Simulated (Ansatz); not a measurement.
**C3H8OSn: up Jacob's ladder to CCSD(T)**

One table from this session's results is given with a row withheld; the runs are named, their logs left out.

Computed with Ansatz 0.2.0, Gaussian basis. Level: functionals in def2-TZVPP, the program's frozen cores in correlated methods.

Plan: LDA (SPW92), PBE-D4, revPBE-D4, BLYP-D4, r2SCAN-D4, B97M-V, PBE0-D4, B3LYP-D4, r2SCANh-D4, r2SCAN0-D4, HSE06-D4, BHLYP-D4, CAM-B3LYP-D4, LC-ωPBE, ωB97X-V, ωB97M-V, B2PLYP, PBE-QIDH; CCSD(T)/def2-SVP; CCSD(T)/def2-TZVPP; MP2/def2-QZVPP; extrapolation to the limit; RPA on PBE.

## Structure used throughout

The geometry comes from an earlier relaxation with PBE0-D4 in a triple-zeta def2 set; it is a stationary point, not always the lowest conformer. Sn takes the def2 core potential; no spin-orbit term is included.

SMILES `C[CH](C)[Sn][OH]`, 13 atoms, charge 0, spin multiplicity 1.

Atoms are counted from 1 here; the program's logs count them from 0.

Bond lengths: C1–C2 1.522 Å, C1–H6 1.098 Å, C1–H7 1.095 Å, C1–H8 1.096 Å, C2–C3 1.522 Å, C2–Sn4 2.223 Å, C2–H9 1.096 Å, C3–H10 1.095 Å, C3–H11 1.096 Å, C3–H12 1.098 Å, Sn4–O5 1.985 Å, O5–H13 0.961 Å. Angles: C2–C1–H6 111.4°, C2–C1–H7 112.6°, C2–C1–H8 111.8°, H6–C1–H7 107.0°, H6–C1–H8 106.6°, H7–C1–H8 107.1°, C1–C2–C3 111.7°, C1–C2–Sn4 110.5°, C1–C2–H9 108.9°, C3–C2–Sn4 110.7°, C3–C2–H9 108.9°, Sn4–C2–H9 106.0°, C2–C3–H10 112.6°, C2–C3–H11 111.8°, C2–C3–H12 111.4°, H10–C3–H11 107.1°, H10–C3–H12 107.0°, H11–C3–H12 106.6° and more.

Set-up of the first run:

in.yaml

```yaml
crystal:
  periodic: [false, false, false]
  atoms:
    - {symbol: C, position_ang: [-0.273133, 0.074021, -1.366020]}
    - {symbol: C, position_ang: [0.701275, 0.198871, -0.203646]}
    - {symbol: C, position_ang: [0.119261, 1.025573, 0.933600]}
    - {symbol: Sn, position_ang: [1.310964, -1.812482, 0.519195]}
    - {symbol: O, position_ang: [-0.509522, -2.372397, 1.079222]}
    - {symbol: H, position_ang: [-0.577426, 1.059356, -1.742200]}
    - {symbol: H, position_ang: [0.151405, -0.474254, -2.213279]}
    - {symbol: H, position_ang: [-1.191550, -0.446966, -1.073465]}
    - {symbol: H, position_ang: [1.618712, 0.681873, -0.560198]}
    - {symbol: H, position_ang: [0.829041, 1.169073, 1.754663]}
    - {symbol: H, position_ang: [-0.775713, 0.559158, 1.360274]}
    - {symbol: H, position_ang: [-0.180927, 2.024374, 0.591036]}
    - {symbol: H, position_ang: [-1.201890, -1.720901, 0.935719]}
basis:
  gaussian: {orbitals: def2-TZVPP}
hamiltonian: {xc: lda}
output: {orbitals: {seedname: orbitals}}
```

The run is started by

```bash
$ ansatz run in.yaml --threads 4 --pin off --events-out ev --progress --plain --max-ram 11315MiB
```

Steps of the session up to this table: LDA; PBE-D4 (GGA); revPBE-D4 (GGA); BLYP-D4 (GGA); r2SCAN-D4 (meta-GGA); B97M-V (meta-GGA); PBE0-D4 (hybrid); B3LYP-D4 (hybrid); r2SCANh-D4 (hybrid); r2SCAN0-D4 (hybrid); HSE06-D4 (hybrid); BHLYP-D4 (hybrid); CAM-B3LYP-D4 (range-separated); LC-ωPBE (range-separated); ωB97X-V (range-separated); ωB97M-V (range-separated); B2PLYP (double hybrid); PBE-QIDH (double hybrid).

One table of the session follows, with a row left open; its other results are not shown here.

It belongs to the step «Orbital energies across the functionals». 

```
  functional  HOMO (eV)  LUMO (eV)  gap (eV)
 LDA (SPW92)      -5.19      -3.12      2.07
      PBE-D4      -5.04      -2.86      2.18
   revPBE-D4      -4.98      -2.74      2.24
     BLYP-D4      -4.92      -2.81      2.12
   r2SCAN-D4      -5.24      -2.77      2.47
      B97M-V      -5.22      -2.85      2.37
     PBE0-D4      -6.04      -2.15      3.89
    B3LYP-D4      -5.88      -2.41      3.48
  r2SCANh-D4      -5.62      -2.50      3.11
  r2SCAN0-D4      -6.18      -2.11      4.07
    HSE06-D4      -5.65      -2.51      3.14
    BHLYP-D4      -6.95      -1.45      5.50
CAM-B3LYP-D4      -7.27      -1.25      6.02
     LC-ωPBE      -8.46      -0.12      8.34
     ωB97X-V          ?          ?         ?
     ωB97M-V      -8.09      -0.43      7.66
```

Estimate the missing values for ωB97X-V.

The run gave: HOMO (eV): -8.17; LUMO (eV): -0.26; gap (eV): 7.91. In the column «HOMO (eV)» it lies between LC-ωPBE (-8.46) and ωB97M-V (-8.09).
